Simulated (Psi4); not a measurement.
**MP3/def2-SVPD (core potential) run of CH3NSn (Sn(CN)H3)**

What is the vertical ionisation energy of CH3NSn (Sn(CN)H3) at MP3/def2-SVPD (core potential)? 

Program for the calculation: Psi4 1.11.

### 1 The structure to begin with

The species is CH3NSn (6 atoms), meant as a singlet with charge 0. As SMILES, `[H][Sn]([H])([H])[C]#N`. The shape comes from GFN2-xTB, which is rough for such elements, and wasn't checked as a minimum.

Bond lengths: Sn1–C2 2.085 Å, C2–N3 1.142 Å, Sn1–H4 1.653 Å, Sn1–H5 1.654 Å, Sn1–H6 1.653 Å. Angles: Sn1–C2–N3 179.7°, C2–Sn1–H4 107.0°, C2–Sn1–H5 107.1°, C2–Sn1–H6 107.0°, H4–Sn1–H5 111.7°, H4–Sn1–H6 111.8°, H5–Sn1–H6 111.7°.

### 2 A single-point energy at MP3/def2-SVPD (core potential)

The input, ch3nsn.inp:

```
memory 1.6 GB

molecule {
  Sn    -0.010460    -0.006080    -0.642850
  C      0.020990     0.015810     1.442250
  N      0.043070     0.024080     2.584360
  H      1.562680    -0.004980    -1.151110
  H     -0.812930     1.354320    -1.132680
  H     -0.803360    -1.383140    -1.099970
  symmetry c1
}

set globals {
  basis           def2-SVPD
  puream          true
  e_convergence   1e-09
  d_convergence   1e-08
  scf_type        pk
  num_frozen_docc 6
  mp_type         conv
}

E = energy("mp3")
```

Launch:

```bash
$ psi4 ch3nsn.inp ch3nsn.out -n 1
```

ch3nsn.out:

```text
Psi4 1.11 release

   => Loading Basis Set <=

    Name: DEF2-SVPD
    Role: ORBITAL
    Keyword: BASIS

    !!!  WARNING: ECP capability is in beta. Please check occupations closely.  !!!

         ---------------------------------------------------------
                                   SCF
                              RHF Reference
                        1 Threads,   1525 MiB Core
         ---------------------------------------------------------

  ==> Geometry <==

    Molecular point group: c1
    Full point group: C1

    Geometry (in Angstrom), charge = 0, multiplicity = 1:

       Center              X                  Y                   Z               Mass
    ------------   -----------------  -----------------  -----------------  -----------------
         SN          -0.007416839231    -0.004494303156    -0.461599678069   119.902201630000
         C            0.024033160769     0.017395696844     1.623500321931    12.000000000000
         N            0.046113160769     0.025665696844     2.765610321931    14.003074004430
         H            1.565723160769    -0.003394303156    -0.969859678069     1.007825032230
         H           -0.809886839231     1.355905696844    -0.951429678069     1.007825032230
         H           -0.800316839231    -1.381554303156    -0.918719678069     1.007825032230

  Running in c1 symmetry.

  Rotational constants: A =      2.23154  B =      0.09868  C =      0.09868 [cm^-1]
  Rotational constants: A =  66899.89123  B =   2958.46537  C =   2958.38041 [MHz]
  Nuclear repulsion =  105.810920436519211

  Charge       = 0
  Multiplicity = 1
  Electrons    = 38
  Nalpha       = 19
  Nbeta        = 19

  ==> Algorithm <==

  SCF Algorithm Type is PK.
  DIIS enabled.
  MOM disabled.
  Fractional occupation disabled.
  Guess Type is SAD.
  Energy threshold   = 1.00e-09
  Density threshold  = 1.00e-08
  Integral threshold = 1.00e-12

  ==> Primary Basis <==

  Basis Set: DEF2-SVPD
    Blend: DEF2-SVPD
    Number of shells: 40
    Number of basis functions: 96
    Number of Cartesian functions: 103
    Spherical Harmonics?: true
    Max angular momentum: 2

  Core potential: DEF2-SVPD
    Number of shells: 4
    Number of ECP primitives: 18
    Number of ECP core electrons: 28
    Max angular momentum: 3

  ==> Integral Setup <==

  Using in-core PK algorithm.
   Calculation information:
      Number of atoms:                   6
      Number of AO shells:              40
      Number of primitives:             71
      Number of atomic orbitals:       103
      Number of basis functions:        96

      Integral cutoff                 1.00e-12
      Number of threads:                 1

  Performing in-core PK
  Using 21682992 doubles for integral storage.
  We computed 328055 shell quartets total.
  Whereas there are 336610 unique shell quartets.

  ==> DiskJK: Disk-Based J/K Matrices <==

    J tasked:                  Yes
    K tasked:                  Yes
    wK tasked:                  No
    Memory [MiB]:             1144
    Schwarz Cutoff:          1E-12

  Minimum eigenvalue in the overlap matrix is 3.3204663108E-04.
  Reciprocal condition number of the overlap matrix is 5.0188865106E-05.
    Using symmetric orthogonalization.

  ==> Pre-Iterations <==

  SCF Guess: Superposition of Atomic Densities via on-the-fly atomic UHF (no occupation information).

   -------------------------
    Irrep   Nso     Nmo
   -------------------------
     A         96      96
   -------------------------
    Total      96      96
   -------------------------

  ==> Iterations <==

                        Total Energy        Delta E     RMS |[F,P]|

   @RHF iter SAD:  -305.29373033805200   -3.05294e+02   0.00000e+00
   @RHF iter   1:  -307.25665479683892   -1.96292e+00   3.01791e-03 DIIS/ADIIS
   @RHF iter   2:  -307.29818011895577   -4.15253e-02   1.03181e-03 DIIS/ADIIS
   @RHF iter   3:  -307.30145647907011   -3.27636e-03   1.40799e-04 DIIS/ADIIS
   @RHF iter   4:  -307.30162024976954   -1.63771e-04   6.52574e-05 DIIS
   @RHF iter   5:  -307.30164516968836   -2.49199e-05   3.33528e-05 DIIS
   @RHF iter   6:  -307.30165148676980   -6.31708e-06   5.31669e-06 DIIS
   @RHF iter   7:  -307.30165198708090   -5.00311e-07   1.81553e-06 DIIS
   @RHF iter   8:  -307.30165207801764   -9.09367e-08   8.35025e-07 DIIS
   @RHF iter   9:  -307.30165210275709   -2.47394e-08   1.74340e-07 DIIS
   @RHF iter  10:  -307.30165210345990   -7.02812e-10   3.59141e-08 DIIS
   @RHF iter  11:  -307.30165210347252   -1.26192e-11   8.20812e-09 DIIS
  Energy and wave function converged.

  ==> Post-Iterations <==

    Orbital Energies [Eh]
    ---------------------

    Doubly Occupied:

       1A    -15.577413     2A    -11.256950     3A     -5.904527
       4A     -4.095766     5A     -4.092678     6A     -4.092673
       7A     -1.367926     8A     -1.362720     9A     -1.362713
      10A     -1.355950    11A     -1.355940    12A     -1.208346
      13A     -0.759602    14A     -0.601591    15A     -0.528074
      16A     -0.504338    17A     -0.504234    18A     -0.465239
      19A     -0.465188

    Virtual:

      20A      0.052412    21A      0.078183    22A      0.093956
      23A      0.093995    24A      0.130910    25A      0.130984
      26A      0.167487    27A      0.176537    28A      0.176561
      29A      0.188853    30A      0.210529    31A      0.210566
      32A      0.233074    33A      0.284830    34A      0.284984
      35A      0.310582    36A      0.336969    37A      0.337392
      38A      0.337609    39A      0.340239    40A      0.390159
      41A      0.390720    42A      0.409303    43A      0.428582
      44A      0.428902    45A      0.475213    46A      0.496051
      47A      0.496487    48A      0.535943    49A      0.563617
      50A      0.563931    51A      0.570253    52A      0.686260
      53A      0.687178    54A      0.716973    55A      0.717059
      56A      0.768820    57A      0.768993    58A      0.769738
      59A      0.831080    60A      0.852625    61A      0.852694
      62A      0.952898    63A      0.952939    64A      1.053331
      65A      1.138973    66A      1.155788    67A      1.155907
      68A      1.174485    69A      1.353777    70A      1.444578
      71A      1.520668    72A      1.521151    73A      1.785880
      74A      1.832242    75A      1.918215    76A      1.918293
      77A      1.979750    78A      2.017912    79A      2.018328
      80A      2.067773    81A      2.067796    82A      2.078197
      83A      2.107152    84A      2.107175    85A      2.274676
      86A      2.275174    87A      2.789236    88A      2.789452
      89A      2.989323    90A      3.271467    91A      3.271516
      92A      3.900057    93A     16.268558    94A     16.269877
      95A     16.740874    96A     52.932975

    Final Occupation by Irrep:
              A
    DOCC [    19 ]
    NA   [    19 ]
    NB   [    19 ]

  @RHF Final Energy:  -307.30165210347252

   => Energetics <=

    Nuclear Repulsion Energy =            105.8109204365192113
    One-Electron Energy =                -712.5014131835030184
    Two-Electron Energy =                 299.3888406435113438
    Total Energy =                       -307.3016521034725201

Computation Completed

Properties will be evaluated at   0.000000,   0.000000,   0.000000 [a0]

Properties computed using the SCF density matrix

 Multipole Moments:

 ------------------------------------------------------------------------------------
     Multipole            Electronic (a.u.)      Nuclear  (a.u.)        Total (a.u.)
 ------------------------------------------------------------------------------------

 L = 1.  Multiply by 2.5417464519 to convert [e a0] to [Debye]
 Dipole X            :         -0.5183174            0.4900818           -0.0282356
 Dipole Y            :         -0.3105095            0.2950174           -0.0154921
 Dipole Z            :        -32.1348761           30.4341758           -1.7007004
 Magnitude           :                                                    1.7010053

 ------------------------------------------------------------------------------------

	total time  =          2 seconds =       0.03 minutes
 MINTS: Wrapper to libmints.

   Calculation information:
      Number of threads:                 1
      Number of atoms:                   6
      Number of AO shells:              40
      Number of SO shells:              40
      Number of primitives:             71
      Number of atomic orbitals:       103
      Number of basis functions:        96

      Number of irreps:                  1
      Integral cutoff                 1.00e-12
      Number of functions per irrep: [  96 ]

 OEINTS: Overlap, kinetic, potential, dipole, and quadrupole integrals
         stored in file 35.

      Computing two-electron integrals...done
      Computed 10176406 non-zero two-electron integrals.
        Stored in file 33.

  Module OCC Options:
  ----------------------------------------------------------------------------
  ACTIVE                        => (empty)
  BASIS_RELATIVISTIC            => (empty)
  BENCH                         => (empty)
  CACHELEVEL                    => (empty)
  CCL_ENERGY                    => (empty)
  CC_MAXITER                    => (empty)
  CC_TYPE                       => (empty)
  CEPA_OS_SCALE                 => (empty)
  CEPA_SOS_SCALE                => (empty)
  CEPA_SS_SCALE                 => (empty)
  CEPA_TYPE                     => (empty)
  CI_TYPE                       => (empty)
  CUBEPROP_BASIS_FUNCTIONS      => (empty)
  CUBEPROP_FILEPATH             => (empty)
  CUBEPROP_ISOCONTOUR_THRESHOLD => (empty)
  CUBEPROP_ORBITALS             => (empty)
  CUBEPROP_TASKS                => (empty)
  CUBIC_BASIS_TOLERANCE         => (empty)
  CUBIC_BLOCK_MAX_POINTS        => (empty)
  CUBIC_GRID_OVERAGE            => (empty)
  CUBIC_GRID_SPACING            => (empty)
  CUTOFF                        => (empty)
  DDX                           => (empty)
  DEBUG                         => (empty)
  DERTYPE                       => (empty)
  DF_BASIS_CC                   => (empty)
  DIE_IF_NOT_CONVERGED          => (empty)
  DIIS_MAX_VECS                 => (empty)
  DIIS_MIN_VECS                 => (empty)
  DKH_ORDER                     => (empty)
  DOCC                          => (empty)
  DO_DIIS                       => (empty)
  DO_LEVEL_SHIFT                => (empty)
  DO_SCS                        => (empty)
  DO_SOS                        => (empty)
  E3_SCALE                      => (empty)
  EA_POLES                      => (empty)
  EKT_EA                        => (empty)
  EKT_IP                        => (empty)
  EP_EA_POLES                   => (empty)
  EP_IP_POLES                   => (empty)
  EP_MAXITER                    => (empty)
  EXTERNAL_POTENTIAL_SYMMETRY   => (empty)
  E_CONVERGENCE                 => 1e-09           !
  FREEZE_CORE                   => (empty)
  FREEZE_CORE_POLICY            => (empty)
  FROZEN_DOCC                   => (empty)
  FROZEN_UOCC                   => (empty)
  INTEGRAL_PACKAGE              => (empty)
  IP_POLES                      => (empty)
  LEVEL_SHIFT                   => (empty)
  LITERAL_CFOUR                 => (empty)
  LS_THC_BASIS_TOLERANCE        => (empty)
  LS_THC_DF                     => (empty)
  LS_THC_PRUNING_SCHEME         => (empty)
  LS_THC_RADIAL_POINTS          => (empty)
  LS_THC_SPHERICAL_POINTS       => (empty)
  LS_THC_S_EPSILON              => (empty)
  LS_THC_WEIGHTS_TOLERANCE      => (empty)
  MAT_NUM_COLUMN_PRINT          => (empty)
  MAX_MOGRAD_CONVERGENCE        => (empty)
  MAX_RADIAL_MOMENT             => (empty)
  MBIS_D_CONVERGENCE            => (empty)
  MBIS_MAXITER                  => (empty)
  MBIS_PRUNING_SCHEME           => (empty)
  MBIS_RADIAL_POINTS            => (empty)
  MBIS_SPHERICAL_POINTS         => (empty)
  MOGRAD_DAMPING                => (empty)
  MOLDEN_WITH_VIRTUAL           => (empty)
  MO_MAXITER                    => (empty)
  MO_READ                       => (empty)
  MO_STEP_MAX                   => (empty)
  MO_WRITE                      => (empty)
  MP2_OS_SCALE                  => (empty)
  MP2_SOS_SCALE                 => (empty)
  MP2_SOS_SCALE2                => (empty)
  MP2_SS_SCALE                  => (empty)
  MP2_TYPE                      => (empty)
  MP_TYPE                       => CONV            !
  NAT_ORBS                      => (empty)
  NUM_FROZEN_DOCC               => 6               !
  NUM_FROZEN_UOCC               => (empty)
  NUM_GPUS                      => (empty)
  OCC_ORBS_PRINT                => (empty)
  OEPROP                        => (empty)
  OPT_METHOD                    => (empty)
  ORBITAL_OPTIMIZER_PACKAGE     => (empty)
  ORB_OPT                       => FALSE           !
  ORB_RESP_SOLVER               => (empty)
  ORTH_TYPE                     => (empty)
  OS_SCALE                      => (empty)
  PARENT_SYMMETRY               => (empty)
  PCG_BETA_TYPE                 => (empty)
  PCG_CONVERGENCE               => (empty)
  PCG_MAXITER                   => (empty)
  PCM                           => (empty)
  PE                            => (empty)
  PRINT                         => (empty)
  PRINT_NOONS                   => (empty)
  PROPERTIES                    => (empty)
  PROPERTIES_ORIGIN             => (empty)
  PUREAM                        => TRUE            !
  QC_MODULE                     => (empty)
  RAS1                          => (empty)
  RAS2                          => (empty)
  RAS3                          => (empty)
  RAS4                          => (empty)
  RELATIVISTIC                  => (empty)
  RELAXED                       => (empty)
  REMP_A                        => (empty)
  RESTRICTED_DOCC               => (empty)
  RESTRICTED_UOCC               => (empty)
  RMS_MOGRAD_CONVERGENCE        => (empty)
  R_CONVERGENCE                 => (empty)
  SCF_TYPE                      => PK              !
  SCREENING                     => (empty)
  SCS_TYPE                      => (empty)
  SOCC                          => (empty)
  SOS_TYPE                      => (empty)
  SPIN_SCALE_TYPE               => NONE            !
  SS_SCALE                      => (empty)
  SYMMETRIZE                    => (empty)
  TPDM_ABCD_TYPE                => (empty)
  WFN                           => (empty)
  WFN_TYPE                      => OMP3            !
  WRITER_FILE_LABEL             => (empty)
  ZORA_BASIS_TOLERANCE          => (empty)
  ZORA_NR_DEBUG                 => (empty)
  ZORA_PRUNING_SCHEME           => (empty)
  ZORA_RADIAL_POINTS            => (empty)
  ZORA_SPHERICAL_POINTS         => (empty)

 ==============================================================================
 ==============================================================================
 ==============================================================================

                             MP3

 ==============================================================================
 ==============================================================================
 ==============================================================================

	MO spaces per irreps...

	IRREP   FC    OCC   VIR  FV
	==============================
	   A     6    13    77    0
	==============================

	Computing MP2 energy using SCF MOs (Canonical MP2)...
	==============================================================================
	Nuclear Repulsion Energy (a.u.)    :   105.81092043651921
	SCF Energy (a.u.)                  :  -307.30165210347252
	REF Energy (a.u.)                  :  -307.30165210347252
	Alpha-Alpha Contribution (a.u.)    :    -0.05075731072585
	Alpha-Beta Contribution (a.u.)     :    -0.31278920968577
	Beta-Beta Contribution (a.u.)      :    -0.05075731072585
	Scaled_SS Correlation Energy (a.u.):    -0.03383820715057
	Scaled_OS Correlation Energy (a.u.):    -0.37534705162292
	SCS-MP2 Total Energy (a.u.)        :  -307.71083736224597
	SOS-MP2 Total Energy (a.u.)        :  -307.70827807606400
	SCSN-MP2 Total Energy (a.u.)       :  -307.48031783722752
	SCS-MP2-VDW Total Energy (a.u.)    :  -307.75277960259621
	SOS-PI-MP2 Total Energy (a.u.)     :  -307.73955699703259
	MP2 Correlation Energy (a.u.)      :    -0.41430383113747
	MP2 Total Energy (a.u.)            :  -307.71595593461001
	==============================================================================

	Computing MP3 energy using SCF MOs (Canonical MP3)...
	==============================================================================
	Nuclear Repulsion Energy (a.u.)    :   105.81092043651921
	SCF Energy (a.u.)                  :  -307.30165210347252
	REF Energy (a.u.)                  :  -307.30165210347252
	Alpha-Alpha Contribution (a.u.)    :    -0.04585407986922
	Alpha-Beta Contribution (a.u.)     :    -0.33803020294149
	Beta-Beta Contribution (a.u.)      :    -0.04585407986922
	MP2.5 Correlation Energy (a.u.)    :    -0.42202109690871
	MP2.5 Total Energy (a.u.)          :  -307.72367320038120
	SCS-MP3 Total Energy (a.u.)        :  -307.71469599513159
	3rd Order Energy (a.u.)            :    -0.01543453154244
	MP3 Correlation Energy (a.u.)      :    -0.42973836267993
	MP3 Total Energy (a.u.)            :  -307.73139046615245
	==============================================================================

	total time  =          5 seconds =       0.08 minutes

    Psi4 run time: 0:00:08.54
```

Run time: 10 s. Hardware: 1 thread of Intel Xeon Platinum 8488C (Sapphire Rapids), shared host; peak memory 0.72 GiB.

[end of part 1 of 2]
